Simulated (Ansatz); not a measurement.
# CH₅InO: ionisation energy by level of theory, part 2 of 2

Ansatz 0.2.0, Gaussian basis; unrestricted cation, the program's frozen cores in correlated methods.

## Step 8: Cation, UKS B2PLYP (frozen core)/def2-TZVPP

in.yaml

```yaml
crystal:
  periodic: [false, false, false]
  atoms:
    - {symbol: C, position_ang: [-0.599876, 1.070029, -0.393565]}
    - {symbol: O, position_ang: [-0.772833, -0.170293, 0.227097]}
    - {symbol: In, position_ang: [0.705187, -1.456603, 0.556939]}
    - {symbol: H, position_ang: [-1.220779, 1.135606, -1.296630]}
    - {symbol: H, position_ang: [0.439320, 1.274031, -0.695120]}
    - {symbol: H, position_ang: [-0.910056, 1.881009, 0.278382]}
    - {symbol: H, position_ang: [2.211226, -0.867397, -0.008997]}
    - {symbol: H, position_ang: [0.147801, -2.866382, 1.331893]}
basis:
  gaussian: {orbitals: def2-TZVPP}
total_charge: 1
magnetization: {spin_polarized: true, initial_magnetization: 1}
hamiltonian: {xc: {name: B2PLYP}}
```

The run is started by

```
$ ansatz run in.yaml --threads 4 --pin off --events-out ev --progress --plain --max-ram 10444MiB
```

What it wrote:

```text
Functional definition: B2PLYP
  name "B2PLYP"
  cite "Grimme, J. Chem. Phys. 124, 034108 (2006) doi:10.1063/1.2148954"
  cite "Becke, Phys. Rev. A 38, 3098 (1988) doi:10.1103/PhysRevA.38.3098"
  cite "Lee, Yang & Parr, Phys. Rev. B 37, 785 (1988) doi:10.1103/PhysRevB.37.785"
  parameter a = 0.53
  parameter c = 0.27
  exchange = (1 - a)*b88_x + a*exact_x
  correlation = (1 - c)*lyp_c + c*(mp2_os + mp2_ss)
1258 factors; integrals over basis functions are off by at most 9.4e-4 eV
mean field evaluation 1: about -8298.6257 eV, gradient 6.3e1 eV
mean field evaluation 2: about -8298.7078 eV, gradient 6.3e1 eV
mean field evaluation 4: about -8311.7558 eV, gradient 2.5e1 eV
mean field evaluation 8: about -8315.0845 eV, gradient 4.7e0 eV
mean field evaluation 16: about -8316.2925 eV, gradient 3.4e-1 eV
mean field evaluation 32: about -8316.5310 eV, gradient 1.7e-6 eV
mean field evaluation 64: about -8300.5211 eV, gradient 3.4e1 eV
mean field -8316.53103134 eV, -305.6268782546 hartree, gradient 8.1e-6 eV, S^2 0.757763; 3 other end points of the search recorded, 0 dependent functions left out
6 core orbitals not correlated: weight in the atoms' cores, before any rotation towards them, 1.000 or more for the frozen orbitals, at most 0.000 for the correlated occupied ones
reference -8316.53118880 eV, -305.6268840410 hartree; 14, 13 occupied and 162, 163 virtual orbitals, 1258 factors
second order -21.33419318 eV of doubles, -0.00000000 eV of singles
Total energy: -8322.29142096 eV, -305.8385686684 hartree
```

Wall time 13 s (4 threads of Arm Neoverse V2, shared host); peak memory 0.63 GiB.

Less the neutral's -8331.8589 eV (earlier run), this gives 9.567 eV. ⟨S²⟩ = 0.758.

## Step 9: Cation, UHF-CCSD(T)/def2-TZVPP

Changes to in.yaml since step 8:

```diff
@@ -15,2 +15,3 @@
 magnetization: {spin_polarized: true, initial_magnetization: 1}
-hamiltonian: {xc: {name: B2PLYP}}
+correlation: {method: ccsd_t}
+scf: {omitted_lower_state_checks: [cluster_reference]}
```

Same command.

What it wrote:

```text
Functional definition: HF
  name "HF"
  cite "Fock, Z. Phys. 61, 126 (1930) doi:10.1007/BF01340294"
  parent pbe
  exchange = exact_x
  correlation = 0
these checks for a lower state are left out or cut short: cluster_reference
1258 factors; integrals over basis functions are off by at most 9.4e-4 eV
mean field evaluation 1: about -8274.3781 eV, gradient 5.0e1 eV
mean field evaluation 2: about -8274.3817 eV, gradient 5.0e1 eV
mean field evaluation 4: about -8284.4617 eV, gradient 1.4e1 eV
mean field evaluation 8: about -8285.6011 eV, gradient 3.0e-1 eV
mean field evaluation 16: about -8285.8103 eV, gradient 2.7e0 eV
mean field evaluation 32: about -8287.9643 eV, gradient 1.6e-6 eV
mean field evaluation 64: about -8287.4851 eV, gradient 3.9e0 eV
mean field evaluation 96: about -8285.5436 eV, gradient 1.0e0 eV
mean field evaluation 128: about -8285.6112 eV, gradient 4.8e-1 eV
mean field evaluation 160: about -8285.6082 eV, gradient 5.0e-1 eV
mean field -8287.96429477 eV, -304.5770700489 hartree, gradient 2.1e-6 eV, S^2 0.761413; 4 other end points of the search recorded, 0 dependent functions left out
6 core orbitals not correlated: weight in the atoms' cores, before any rotation towards them, 1.000 or more for the frozen orbitals, at most 0.000 for the correlated occupied ones
reference -8287.96429477 eV, -304.5770700489 hartree; 14, 13 occupied and 162, 163 virtual orbitals, 1258 factors
second order -17.50186007 eV of doubles, -0.00000000 eV of singles
cycle   1  -17.84907274 eV  change   -3.5e-1 eV  update   1.0e-1
cycle   2  -18.35737006 eV  change   -5.1e-1 eV  update   3.4e-2
cycle   3  -18.46678102 eV  change   -1.1e-1 eV  update   2.5e-2
cycle   4  -18.47068673 eV  change   -3.9e-3 eV  update   1.3e-2
cycle   5  -18.47932051 eV  change   -8.6e-3 eV  update   6.9e-3
cycle   6  -18.48506201 eV  change   -5.7e-3 eV  update   2.4e-3
cycle   7  -18.48552654 eV  change   -4.6e-4 eV  update   7.8e-4
cycle   8  -18.48577639 eV  change   -2.5e-4 eV  update   2.6e-4
cycle   9  -18.48575234 eV  change    2.4e-5 eV  update   8.2e-5
cycle  10  -18.48571400 eV  change    3.8e-5 eV  update   3.1e-5
cycle  11  -18.48572749 eV  change   -1.3e-5 eV  update   1.4e-5
perturbative correction -0.56094505 eV, -0.0206143503 hartree
Total energy: -8307.01096731 eV, -305.2770223545 hartree
Checks for a lower state left out: cluster_reference
```

Wall time 2.7 min (4 threads of Arm Neoverse V2, shared host); peak memory 5.2 GiB.

The neutral molecule at this level: -8316.5864 eV. Difference: 9.575 eV. ⟨S²⟩ = 0.761. T1 = 0.023 (report).

## Step 10: Cation, UHF-MP2/def2-QZVPP

Changes to in.yaml since step 9:

```diff
@@ -12,6 +12,6 @@
 basis:
-  gaussian: {orbitals: def2-TZVPP}
+  gaussian: {orbitals: "def2-QZVPP.json"}
 total_charge: 1
 magnetization: {spin_polarized: true, initial_magnetization: 1}
-correlation: {method: ccsd_t}
+correlation: {method: mp2}
 scf: {omitted_lower_state_checks: [cluster_reference]}
```

The command is unchanged.

What it wrote:

```text
Functional definition: HF
  name "HF"
  cite "Fock, Z. Phys. 61, 126 (1930) doi:10.1007/BF01340294"
  parent pbe
  exchange = exact_x
  correlation = 0
these checks for a lower state are left out or cut short: cluster_reference
2103 factors; integrals over basis functions are off by at most 7.1e-4 eV
mean field evaluation 1: about -8274.1545 eV, gradient 5.2e1 eV
mean field evaluation 2: about -8274.1556 eV, gradient 5.2e1 eV
mean field evaluation 4: about -8284.6424 eV, gradient 1.4e1 eV
mean field evaluation 8: about -8285.8134 eV, gradient 3.8e-1 eV
mean field evaluation 16: about -8285.8282 eV, gradient 1.9e-1 eV
mean field evaluation 32: about -8288.1620 eV, gradient 1.5e-3 eV
mean field evaluation 64: about -8287.7325 eV, gradient 3.7e0 eV
mean field evaluation 96: about -8285.8161 eV, gradient 2.2e-1 eV
mean field evaluation 128: about -8285.8604 eV, gradient 7.0e-1 eV
mean field evaluation 160: about -8285.9770 eV, gradient 2.9e0 eV
mean field -8288.16204795 eV, -304.5843373443 hartree, gradient 2.4e-6 eV, S^2 0.761567; 5 other end points of the search recorded, 0 dependent functions left out
6 core orbitals not correlated: weight in the atoms' cores, before any rotation towards them, 1.000 or more for the frozen orbitals, at most 0.000 for the correlated occupied ones
reference -8288.16204795 eV, -304.5843373443 hartree; 14, 13 occupied and 326, 327 virtual orbitals, 2103 factors
second order -23.36331410 eV of doubles, -0.00000000 eV of singles
Total energy: -8311.52536205 eV, -305.4429233013 hartree
Checks for a lower state left out: cluster_reference
```

It took 1.7 min on 4 threads of Arm Neoverse V2, shared host; peak memory 1.5 GiB.

Less the neutral's -8321.5852 eV (earlier run), this gives 10.060 eV. ⟨S²⟩ = 0.762.

## Step 11: From triple and quadruple zeta to the limit

This step is arithmetic on the last runs, with X = 3 and 4: exp(−7.88√X) for Hartree-Fock, X^−2.97 for correlation; only MP2 was run in the larger set, so CCSD(T) minus MP2 is added from the smaller one.

```csv
level,energy at the limit (eV)
HF,-8288.1893
MP2,-8315.8944
CCSD,-8316.8783
CCSD(T),-8317.4392
```

This is no true limit for total energies: MP2 correlation changes by a factor of 1.33 from triple to quadruple zeta (about 1.07 in light molecules), because outer-core shells are correlated in sets not made for them. Much of that cancels between molecule and atoms or ions.

The neutral's limit, from its own earlier runs, is -8327.2050 eV in the additive form (MP2 limit plus CCSD(T) minus MP2 in triple zeta), in which the cation has -8317.4392 eV.

## Step 12: Ionisation energies side by side

Differences are taken before rounding.

```csv
method,ionisation energy (eV),from CCSD(T)/CBS (eV),time
PBE-D4,9.37,-0.40,8.8 s
r2SCAN-D4,9.38,-0.39,23 s
PBE0-D4,9.42,-0.35,9.9 s
B3LYP-D4,9.54,-0.23,12 s
ωB97X-V,9.50,-0.27,26 s
ωB97M-V,9.50,-0.26,44 s
B2PLYP,9.57,-0.20,16 s
HF/def2-TZVPP,8.04,-1.72,
MP2/def2-TZVPP,9.95,+0.18,
CCSD/def2-TZVPP,9.47,-0.30,
CCSD(T)/def2-TZVPP,9.58,-0.19,3.3 min
CCSD(T)/CBS,9.77,0,5.1 min
```

Among the levels timed on like hardware and quicker than the yardstick, those that no quicker one beats, quickest first: PBE-D4 (8.8 s, -0.40 eV); PBE0-D4 (9.9 s, -0.35 eV); B3LYP-D4 (12 s, -0.23 eV); B2PLYP (16 s, -0.20 eV); CCSD(T)/def2-TZVPP (3.3 min, -0.19 eV).

Times add the cation's run and the neutral's; HF, MP2 and CCSD come out of the CCSD(T) runs.

Orbital estimates, from the neutral's runs:

```csv
functional,−ε(HOMO) (eV),by energy difference (eV)
LDA (SPW92),6.07,
PBE-D4,5.90,9.37
revPBE-D4,5.83,
BLYP-D4,5.83,
r2SCAN-D4,6.14,9.38
B97M-V,6.27,
PBE0-D4,7.29,9.42
B3LYP-D4,7.09,9.54
r2SCANh-D4,6.67,
r2SCAN0-D4,7.48,
HSE06-D4,6.88,
BHLYP-D4,8.70,
CAM-B3LYP-D4,8.74,
LC-ωPBE,10.05,
ωB97X-V,9.73,9.50
ωB97M-V,9.68,9.50
```

## Step 13: Summary of results

This closing draws on all 2 parts.

| quantity | value |
| --- | --- |
| ionisation energy, CCSD(T)/CBS | 9.77 eV |
| nearest functional by difference | B2PLYP (-0.20 eV) |
| nearest −ε(HOMO) | ωB97X-V (-0.03 eV) |
| −ε(HOMO) of PBE | 5.90 eV |
| T1 of the cation | 0.023 |

**Reading.** Energy differences with functionals land within 0.40 eV of the reference. The PBE orbital energy is 3.9 eV too small: a semilocal HOMO is no ionisation energy. Among orbital estimates ωB97X-V comes nearest. Hartree-Fock falls 1.72 eV short, as the neutral has more correlation energy than the cation. The cation may have settled in a state other than its lowest; no search over hole states beyond the program's own was made. Correlated methods include outer-core shells of In, which these sets cover unevenly. With outer-core shells in play the reference is unsure by up to some tenths of an eV, so close misses can't be ranked.

CCSD(T)/def2-TZVPP reaches 0.19 eV from the reference in 3.3 min, where CCSD(T)/CBS took 5.1 min; the quickest level in the cost chart, PBE-D4, takes 8.8 s and misses by 0.40 eV.
